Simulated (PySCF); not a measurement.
# C3H5BN2Si: the cost of one run

Computed with PySCF 2.14.0, with density-fitted response routines of our own, on a single molecule in the gas phase. Atoms are numbered from 0 throughout.

## 1. The starting structure

12 atoms, charge 0, multiplicity 1; geometry from: GFN2-xTB. The atoms were then displaced at random by about 0.01 Å, so the start is not that level's minimum.

Bonds of the start (Å): N0–C1 1.14, C1–B2 1.52, B2–C3 1.57, C3–N4 1.12, B2–C5 1.52, C5–Si6 1.93, C5–H7 1.08, C5–H8 1.11, Si6–H9 1.46, Si6–H10 1.46, Si6–H11 1.47.

## 2. Geometry optimisation at PBE0-D3(BJ)/def2-SVP

Job settings and geometry (Å):

```
{"job": {"xc": "PBE0", "basis": "def2-SVP", "d3": "d3bj", "grid": 1, "shake": 0.01, "kind": "geom"}, "charge": 0, "multiplicity": 1}
N      1.209430     0.299800    -2.986220
C      1.107380     0.092840    -1.869520
B      0.961590    -0.217590    -0.392800
C      2.121940     0.256160     0.544640
N      2.907030     0.595700     1.260870
C     -0.277920    -0.904840     0.165030
Si    -1.541180     0.483970     0.592790
H     -0.755730    -1.559400    -0.551660
H     -0.111560    -1.454450     1.112060
H     -1.874470     1.226880    -0.615000
H     -0.987540     1.368270     1.614270
H     -2.719270    -0.215610     1.116510
```

Launch:

```
OMP_NUM_THREADS=1 python probes_run.py task.json out
```

The driver reads the jobs from task.json and runs them one after another.

Q: Estimate the wall time and peak memory of this first job on 1 thread of AMD EPYC 7R43, shared host.

About 41 s, with a peak of 0.53 GiB.
